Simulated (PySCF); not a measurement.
# NbN6H18 (+3): ligand-field states, part 2 of 2

PySCF 2.14.0. Atoms count from 0.

## Step 6: Ligand-field states: state-averaged CASSCF (axial bond length × 1.1)

What the job is given:

```
{"job": {"kind": "lf", "basis": {"metal": "x2c-TZVPall", "ligand": "x2c-SVPall"}, "nevpt": true, "reuse": true}, "charge": 3, "metal": "Nb", "open_shell": "d2"}
Nb     0.000000     0.000000     0.000000
N      0.000000     0.000000     2.365000
H      0.942357     0.000000     2.755337
H     -0.471179     0.816105     2.755337
H     -0.471179    -0.816105     2.755337
N      0.000000     0.000000    -2.365000
H     -0.942357     0.000000    -2.755337
H      0.471179     0.816105    -2.755337
H      0.471179    -0.816105    -2.755337
N      2.150000     0.000000     0.000000
H      2.540337     0.942357     0.000000
H      2.540337    -0.471179     0.816105
H      2.540337    -0.471179    -0.816105
N     -2.150000     0.000000     0.000000
H     -2.540337    -0.942357     0.000000
H     -2.540337     0.471179     0.816105
H     -2.540337     0.471179    -0.816105
N      0.000000     2.150000     0.000000
H      0.000000     2.540337     0.942357
H      0.816105     2.540337    -0.471179
H     -0.816105     2.540337    -0.471179
N     -0.000000    -2.150000     0.000000
H     -0.000000    -2.540337    -0.942357
H      0.816105    -2.540337     0.471179
H     -0.816105    -2.540337     0.471179
```

Level: state-averaged CASSCF of the metal d shell, SC-NEVPT2 on the averaged canonical orbitals, state-interaction spin-orbit coupling.

The log of the run:

```text
basis functions 237, electrons 98, active (2e, 5o)
start from the orbitals of the previous structure
stage 1: DIIS on the effective Fock matrix, level shift 0.30
cycle   1  E = -4152.7167134161  dE = -4.153e+03  max|g| = 1.599e+00
cycle   2  E = -4153.4569460906  dE = -7.402e-01  max|g| = 1.874e-01
cycle   3  E = -4153.4921898270  dE = -3.524e-02  max|g| = 5.456e-02
cycle   4  E = -4153.4956604920  dE = -3.471e-03  max|g| = 1.946e-02
cycle   5  E = -4153.4960837315  dE = -4.232e-04  max|g| = 8.613e-03
cycle   6  E = -4153.4961714827  dE = -8.775e-05  max|g| = 3.490e-03
cycle   7  E = -4153.4961910930  dE = -1.961e-05  max|g| = 1.804e-03
cycle   8  E = -4153.4961958398  dE = -4.747e-06  max|g| = 1.034e-03
cycle   9  E = -4153.4961971322  dE = -1.292e-06  max|g| = 5.601e-04
cycle  10  E = -4153.4961974615  dE = -3.294e-07  max|g| = 2.961e-04
cycle  11  E = -4153.4961975535  dE = -9.200e-08  max|g| = 1.519e-04
cycle  12  E = -4153.4961975801  dE = -2.655e-08  max|g| = 7.599e-05
cycle  13  E = -4153.4961975878  dE = -7.658e-09  max|g| = 3.750e-05
cycle  14  E = -4153.4961975900  dE = -2.206e-09  max|g| = 1.813e-05
cycle  15  E = -4153.4961975905  dE = -5.693e-10  max|g| = 8.717e-06
converged average energy = -4153.4961975905

 mult deg   label        CASSCF/cm-1   NEVPT2/cm-1
   3   1   3Ag                 0.0           0.0
   3   1   3Ag               580.9         505.3
   3   1   3Ag               979.1        1003.5
   1   1   1Ag              9166.1        7670.1
   1   1   1Ag              9270.5        7828.6
   1   1   1Ag             10060.5        8394.6
   1   1   1Ag             10493.0        8921.8
   1   1   1Ag             10513.0        8966.1
   1   1   1Ag             22616.6       19129.7
   3   1   3Ag             28155.5       30268.0
   3   1   3Ag             31720.2       33136.6
   3   1   3Ag             32008.2       33516.1
   1   1   1Ag             37077.6       37560.7
   1   1   1Ag             39298.2       39218.1
   1   1   1Ag             39720.7       39701.2
   3   1   3Ag             42401.1       43449.7
   3   1   3Ag             42696.2       43851.8
   3   1   3Ag             47973.7       48178.1
   1   1   1Ag             49391.7       49680.5
   1   1   1Ag             49831.6       50193.2
   1   1   1Ag             52241.5       52124.6
   3   1   3Ag             68028.4       72245.9
   1   1   1Ag             71879.3       72703.0
   1   1   1Ag             77445.0       79621.9
   1   1   1Ag             97107.9       96909.8

spin-orbit levels / cm-1
      0.00  x1  3Ag 0.85 3Ag 0.13
     34.44  x1  3Ag 0.81 3Ag 0.19
     96.54  x1  3Ag 0.92 3Ag 0.08
    537.08  x1  3Ag 0.81 3Ag 0.19
    582.56  x1  3Ag 0.67 3Ag 0.28 3Ag 0.05
    854.33  x1  3Ag 0.81 3Ag 0.19
   1288.22  x1  3Ag 0.92 3Ag 0.08
   1340.17  x1  3Ag 0.81 3Ag 0.19
   1462.08  x1  3Ag 0.70 3Ag 0.20 3Ag 0.10
   7879.52  x1  1Ag 1.00
   8051.71  x1  1Ag 1.00
   8605.10  x1  1Ag 1.00
   9131.35  x1  1Ag 0.99
   9181.47  x1  1Ag 0.99
  19346.57  x1  1Ag 1.00
  30467.30  x1  3Ag 0.99
  30474.47  x1  3Ag 0.99
  30475.71  x1  3Ag 0.99
  33294.79  x1  3Ag 0.88 3Ag 0.11
  33296.59  x1  3Ag 0.86 3Ag 0.14
  33361.35  x1  3Ag 0.99
  33737.63  x1  3Ag 0.99
  33785.38  x1  3Ag 0.88 3Ag 0.11
  33817.49  x1  3Ag 0.86 3Ag 0.14
  37794.73  x1  1Ag 0.99
  39452.51  x1  1Ag 1.00
  39933.76  x1  1Ag 1.00
  43632.95  x1  3Ag 0.93 3Ag 0.06
  43634.45  x1  3Ag 0.93 3Ag 0.07
  43651.28  x1  3Ag 1.00
```

Run time: 24 s. Hardware: 1 thread of Arm Neoverse V1, shared host; peak memory 0.65 GiB.

Warnings kept with the result: strongly covalent, metal-shell active space is small for this complex.

In short:

```csv
quantity,value
spin-orbit constant ζ,555 cm⁻¹
```

Powder susceptibility:

```csv
T (K),χT (cm³ K/mol),μ(eff)
2,0.021,0.41
20,0.195,1.25
100,0.468,1.93
300,0.632,2.25
```

## Step 7: Ligand-field states: state-averaged CASSCF (axial bond length × 1.2)

Settings changed since step 6:

```diff
@@ -2,10 +2,10 @@
 Nb     0.000000     0.000000     0.000000
-N      0.000000     0.000000     2.365000
-H      0.942357     0.000000     2.755337
-H     -0.471179     0.816105     2.755337
-H     -0.471179    -0.816105     2.755337
-N      0.000000     0.000000    -2.365000
-H     -0.942357     0.000000    -2.755337
-H      0.471179     0.816105    -2.755337
-H      0.471179    -0.816105    -2.755337
+N      0.000000     0.000000     2.580000
+H      0.942357     0.000000     2.970337
+H     -0.471179     0.816105     2.970337
+H     -0.471179    -0.816105     2.970337
+N      0.000000     0.000000    -2.580000
+H     -0.942357     0.000000    -2.970337
+H      0.471179     0.816105    -2.970337
+H      0.471179    -0.816105    -2.970337
 N      2.150000     0.000000     0.000000
```

Method: state-averaged CASSCF of the metal d shell, SC-NEVPT2 on the averaged canonical orbitals, state-interaction spin-orbit coupling.

The log of the run:

```text
basis functions 237, electrons 98, active (2e, 5o)
start from the orbitals of the previous structure
stage 1: DIIS on the effective Fock matrix, level shift 0.30
cycle   1  E = -4152.0321617419  dE = -4.152e+03  max|g| = 2.061e+00
cycle   2  E = -4153.4192046996  dE = -1.387e+00  max|g| = 2.521e-01
cycle   3  E = -4153.4960526449  dE = -7.685e-02  max|g| = 9.825e-02
cycle   4  E = -4153.5049076527  dE = -8.855e-03  max|g| = 4.563e-02
cycle   5  E = -4153.5062279293  dE = -1.320e-03  max|g| = 2.044e-02
cycle   6  E = -4153.5065183867  dE = -2.905e-04  max|g| = 8.509e-03
cycle   7  E = -4153.5065836808  dE = -6.529e-05  max|g| = 3.969e-03
cycle   8  E = -4153.5066003095  dE = -1.663e-05  max|g| = 2.272e-03
cycle   9  E = -4153.5066044081  dE = -4.099e-06  max|g| = 1.258e-03
cycle  10  E = -4153.5066054138  dE = -1.006e-06  max|g| = 6.766e-04
cycle  11  E = -4153.5066056820  dE = -2.682e-07  max|g| = 3.512e-04
cycle  12  E = -4153.5066057540  dE = -7.203e-08  max|g| = 1.808e-04
cycle  13  E = -4153.5066057743  dE = -2.026e-08  max|g| = 9.100e-05
cycle  14  E = -4153.5066057793  dE = -5.045e-09  max|g| = 4.551e-05
cycle  15  E = -4153.5066057805  dE = -1.174e-09  max|g| = 2.273e-05
cycle  16  E = -4153.5066057808  dE = -2.856e-10  max|g| = 1.147e-05
cycle  17  E = -4153.5066057809  dE = -8.185e-11  max|g| = 5.815e-06
converged average energy = -4153.5066057809

 mult deg   label        CASSCF/cm-1   NEVPT2/cm-1
   3   1   3Ag                 0.0           0.0
   3   1   3Ag              1010.5         898.3
   3   1   3Ag              1415.1        1387.6
   1   1   1Ag              9045.0        7657.6
   1   1   1Ag              9352.4        7931.2
   1   1   1Ag             10724.7        8968.5
   1   1   1Ag             11140.0        9460.7
   1   1   1Ag             11253.0        9586.4
   1   1   1Ag             22873.6       19557.4
   3   1   3Ag             20221.9       21720.4
   3   1   3Ag             23718.8       24324.5
   3   1   3Ag             24061.3       24745.7
   1   1   1Ag             28834.3       28794.1
   1   1   1Ag             31266.8       30687.4
   1   1   1Ag             31707.0       31196.1
   3   1   3Ag             42407.8       43667.5
   3   1   3Ag             42770.5       44112.5
   3   1   3Ag             49230.4       49250.0
   1   1   1Ag             50033.8       50211.3
   1   1   1Ag             50477.1       50720.7
   1   1   1Ag             53525.0       53214.1
   1   1   1Ag             56020.3       55623.2
   3   1   3Ag             60089.6       63737.6
   1   1   1Ag             68897.9       70688.1
   1   1   1Ag             97897.0       97719.4

spin-orbit levels / cm-1
      0.00  x1  3Ag 0.90 3Ag 0.07
     49.94  x1  3Ag 0.90 3Ag 0.10
     86.31  x1  3Ag 0.95 3Ag 0.05
    897.61  x1  3Ag 0.80 3Ag 0.19
    939.40  x1  3Ag 0.72 3Ag 0.25
   1179.02  x1  3Ag 0.90 3Ag 0.10
   1629.93  x1  3Ag 0.95 3Ag 0.05
   1697.26  x1  3Ag 0.80 3Ag 0.20
   1804.02  x1  3Ag 0.72 3Ag 0.21 3Ag 0.07
   7831.30  x1  1Ag 0.99
   8130.23  x1  1Ag 0.99
   9147.94  x1  1Ag 1.00
   9637.88  x1  1Ag 1.00
   9778.42  x1  1Ag 1.00
  19738.23  x1  1Ag 0.99
  21903.34  x1  3Ag 0.99
  21912.84  x1  3Ag 0.99
  21913.94  x1  3Ag 0.99
  24440.18  x1  3Ag 0.84 3Ag 0.16
  24449.40  x1  3Ag 0.86 3Ag 0.14
  24526.38  x1  3Ag 0.99
  24944.07  x1  3Ag 0.99
  25031.62  x1  3Ag 0.85 3Ag 0.14
  25055.95  x1  3Ag 0.83 3Ag 0.16
  29010.45  x1  1Ag 0.99
  30903.43  x1  1Ag 1.00
  31410.05  x1  1Ag 1.00
  43792.73  x1  3Ag 0.90 3Ag 0.10
  43797.40  x1  3Ag 0.89 3Ag 0.11
  43841.98  x1  3Ag 1.00
```

Wall time 26 s (1 thread of Arm Neoverse V1, shared host); peak memory 0.65 GiB.

Warnings kept with the result: strongly covalent, metal-shell active space is small for this complex.

In short:

```csv
quantity,value
spin-orbit constant ζ,553 cm⁻¹
```

Powder susceptibility:

```csv
T (K),χT (cm³ K/mol),μ(eff)
2,0.021,0.41
20,0.205,1.28
100,0.542,2.08
300,0.679,2.33
```

## Step 8: The runs side by side

From the NEVPT2 states (cm⁻¹; the spread is that of the fitted one-electron ligand-field levels):

```csv
step,setting,ground state,next state,orbital spread,Racah B,ζ,"μ(eff), 300 K"
2,as given,3Eg,3Ag at 643,42400,523,554,2.17
4,axial bond length × 0.95,3Ag,3Ag at 186,48180,511,546,2.24
5,axial bond length × 1.05,3Ag,3Ag at 260,42167,562,556,2.19
6,axial bond length × 1.1,3Ag,3Ag at 505,42502,589,555,2.25
7,axial bond length × 1.2,3Ag,3Ag at 898,43231,592,553,2.33
```

## Step 9: Results

This closing draws on all 2 parts.

```
                                                                 quantity       value
                    spin-orbit constant ζ (step 2, state-averaged CASSCF)    554 cm⁻¹
        ground multiplicity, μ(eff) at 300 K (step 2, 6 donors at 2.15 Å)  3, 2.17 μB
ground multiplicity, μ(eff) at 300 K (step 4, 6 donors at 2.04 to 2.15 Å)  3, 2.24 μB
ground multiplicity, μ(eff) at 300 K (step 5, 6 donors at 2.15 to 2.26 Å)  3, 2.19 μB
ground multiplicity, μ(eff) at 300 K (step 6, 6 donors at 2.15 to 2.37 Å)  3, 2.25 μB
ground multiplicity, μ(eff) at 300 K (step 7, 6 donors at 2.15 to 2.58 Å)  3, 2.33 μB
```

**Reading.** In step 2, χT goes from 0.12 at 2 K to 0.59 cm³ K/mol at 300 K, as higher levels fill or mix in. Step 3 is set aside: its active space failed the test for the metal's shell. The spread of the ligand-field levels runs from 42167 cm⁻¹ (axial bond length × 1.05) to 48180 cm⁻¹ (axial bond length × 0.95); μ(eff) at 300 K: 2.17 to 2.33 μB. The bonding is strongly covalent, and an active space of the metal's shell alone is small for it, so these values are rough.
